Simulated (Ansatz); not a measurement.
# SiTe2: the cost of one run

Program: Ansatz 0.2.0. Level of theory: reference: DFT, HSE06, plane waves, PAW. These are calculated values, not measurements.

4 further runs of the same task are left out: 2 for a known fault of the program, 2 that didn't finish.

### Step 1. Starting point

It takes space group Fm-3m (No. 225, cubic). Conventional cell: a = 6.934 Å, b = 6.934 Å, c = 6.934 Å, α = 90.00°, β = 90.00°, γ = 90.00°. Si (site symmetry m-3m) has 8 Te at 3.00 Å as nearest neighbours. Te (site symmetry -43m) has 4 Si at 3.00 Å as nearest neighbours.

Coordinates:

```xyz
3
Lattice="0.0000 3.4671 3.4671 3.4671 0.0000 3.4671 3.4671 3.4671 0.0000" Properties=species:S:1:pos:R:3 pbc="T T T"
Si    0.0000    0.0000    0.0000
Te    1.7335    1.7335    1.7335
Te    5.2006    5.2006    5.2006
```

### Step 2. The reference run

The input, input.yaml:

```yaml
crystal:
  lattice:
    - [0.0, 3.4670962145, 3.4670962145]
    - [3.4670962145, 0.0, 3.4670962145]
    - [3.4670962145, 3.4670962145, 0.0]
  atoms:
    - { symbol: Si, position: [0.0, 0.0, 0.0] }
    - { symbol: Te, position: [0.25, 0.25, 0.25] }
    - { symbol: Te, position: [0.75, 0.75, 0.75] }
kpoints:
  mp_grid: { grid: [4, 4, 4] }
hamiltonian:
  xc: hse06
scf:
  occupations: { method: fermi_dirac, width: 0.02 }
  n_extra_bands: 4
output:
  forces: true
  stress: true
  eigenvalues: true
```

Launch:

```
ansatz run input.yaml --threads 4 --pin off --max-ram 3686MiB --backend cpu --events-out ev --progress --plain --runs-dir out
```

Q: Estimate wall time and peak memory on 4 threads of an x86-64 CPU, shared host.

About 23 s, with a peak of 1 GiB.
